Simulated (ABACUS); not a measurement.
Set up this calculation in ABACUS 3.10.1, as the native input.

```yaml
Task: single point
Functional: PBEsol
Potentials_or_basis: GBRV ultrasoft 1.5 PBEsol
Cutoff: 544 eV
Density_cutoff: 4354 eV
Basis: plane waves
k_mesh: 3 × 3 × 3
Occupations: fermi-dirac, width 0.05 eV
Spin: collinear spin, ferromagnetic start
Starting_moments: "[0.0, 0.0, 2.0, 2.0, 2.0, 0.0, 0.0, 0.0, 0.0, 0.0, 0.0, 0.0, 0.0, 0.0, 0.0, 0.0, 0.0, 0.0, 0.0, 0.0, 0.0, 0.0] μB"
Radial_cutoff_of_the_potentials_pseudo_rcut: 10 bohr
SCF_threshold_on_the_density: 1e-08
Max_SCF_steps: 100
Eigensolver: dav
Mixing: broyden
Mixing_share: 0.4
Symmetry_key: 1
```

Crystal: Ba2Tl5V3O12.

```
Ba V Tl O
1.0
     8.15421    0.00000    0.00000
    -4.07711    7.06176    0.00000
     0.00000    0.00000    6.92128
Ba V Tl O
2 3 5 12
Direct
  0.00000 0.00000 0.23552
  0.00000 0.00000 0.76448
  0.50000 0.00000 0.00000
  0.00000 0.50000 0.00000
  0.50000 0.50000 0.00000
  0.50000 0.00000 0.50000
  0.00000 0.50000 0.50000
  0.50000 0.50000 0.50000
  0.33333 0.66667 0.22489
  0.66667 0.33333 0.77511
  0.33890 0.34334 0.81444
  0.65666 0.99556 0.81444
  0.00444 0.66110 0.81444
  0.34334 0.33890 0.18556
  0.99556 0.65666 0.18556
  0.66110 0.00444 0.18556
  0.66110 0.65666 0.18556
  0.34334 0.00444 0.18556
  0.99556 0.33890 0.18556
  0.65666 0.66110 0.81444
  0.00444 0.34334 0.81444
  0.33890 0.99556 0.81444
```

The cell was built by a generator and needn't be a form met in nature.

The input as run:

INPUT

```
INPUT_PARAMETERS
suffix              Ba2Tl5V3O12
calculation         scf
basis_type          pw
pseudo_dir          ./
symmetry            1
dft_functional      pbesol
ecutwfc             40
pseudo_rcut         10
nspin               2
nbands              127
ks_solver           dav
smearing_method     fd
smearing_sigma      0.00367493
scf_thr             1e-08
scf_nmax            100
mixing_type         broyden
mixing_beta         0.4
cal_force           1
cal_stress          1
ecutrho             320
out_chg             1
out_pot             2
out_elf             0
kpar                8
```

STRU

```
ATOMIC_SPECIES
Ba 137.3270 ba_pbesol_v1.uspp.F.UPF
V 50.9415 v_pbesol_v1.4.uspp.F.UPF
Tl 204.3800 tl_pbesol_v1.2.uspp.F.UPF
O 15.9990 o_pbesol_v1.2.uspp.F.UPF

LATTICE_CONSTANT
1.8897261246

LATTICE_VECTORS
8.1542100000 0.0000000000 0.0000000000
-4.0771100000 7.0617600000 0.0000000000
0.0000000000 0.0000000000 6.9212800000

ATOMIC_POSITIONS
Direct

Ba
0.0
2
0.0000000000 0.0000000000 0.2355200000 1 1 1 mag 0
0.0000000000 0.0000000000 0.7644800000 1 1 1 mag 0

V
0.0
3
0.5000000000 0.0000000000 0.0000000000 1 1 1 mag 2
0.0000000000 0.5000000000 0.0000000000 1 1 1 mag 2
0.5000000000 0.5000000000 0.0000000000 1 1 1 mag 2

Tl
0.0
5
0.5000000000 0.0000000000 0.5000000000 1 1 1 mag 0
0.0000000000 0.5000000000 0.5000000000 1 1 1 mag 0
0.5000000000 0.5000000000 0.5000000000 1 1 1 mag 0
0.3333300000 0.6666700000 0.2248900000 1 1 1 mag 0
0.6666700000 0.3333300000 0.7751100000 1 1 1 mag 0

O
0.0
12
0.3389000000 0.3433400000 0.8144400000 1 1 1 mag 0
0.6566600000 0.9955600000 0.8144400000 1 1 1 mag 0
0.0044400000 0.6611000000 0.8144400000 1 1 1 mag 0
0.3433400000 0.3389000000 0.1855600000 1 1 1 mag 0
0.9955600000 0.6566600000 0.1855600000 1 1 1 mag 0
0.6611000000 0.0044400000 0.1855600000 1 1 1 mag 0
0.6611000000 0.6566600000 0.1855600000 1 1 1 mag 0
0.3433400000 0.0044400000 0.1855600000 1 1 1 mag 0
0.9955600000 0.3389000000 0.1855600000 1 1 1 mag 0
0.6566600000 0.6611000000 0.8144400000 1 1 1 mag 0
0.0044400000 0.3433400000 0.8144400000 1 1 1 mag 0
0.3389000000 0.9955600000 0.8144400000 1 1 1 mag 0
```

KPT

```
K_POINTS
0
Gamma
3 3 3 0 0 0
```

Potentials or basis: GBRV ultrasoft 1.5 PBEsol, plane waves.

Run with:

```console
$ OMP_NUM_THREADS=1 mpirun -np 8 abacus > log
```

Results of the run:

```json
{
  "Pressure": "-4.2 GPa",
  "Largest force": "0.220 eV/Å",
  "Band gap on the k mesh": "none (metal or under the smearing width)",
  "Net moment": "0.00 μB per cell",
  "Absolute moment": "0.00 μB per cell"
}
```

Caveat: there are fewer bands than atomic start orbitals, so a level may be missed at k points of high symmetry; semilocal functionals often make such compounds metallic where correlation or magnetic order opens a gap, which also shifts bond lengths.

Wall time 34 min on 8 MPI ranks on Intel(R) Xeon(R) 6975P-C (Granite Rapids), on a shared host, peak memory 15 GiB a rank.
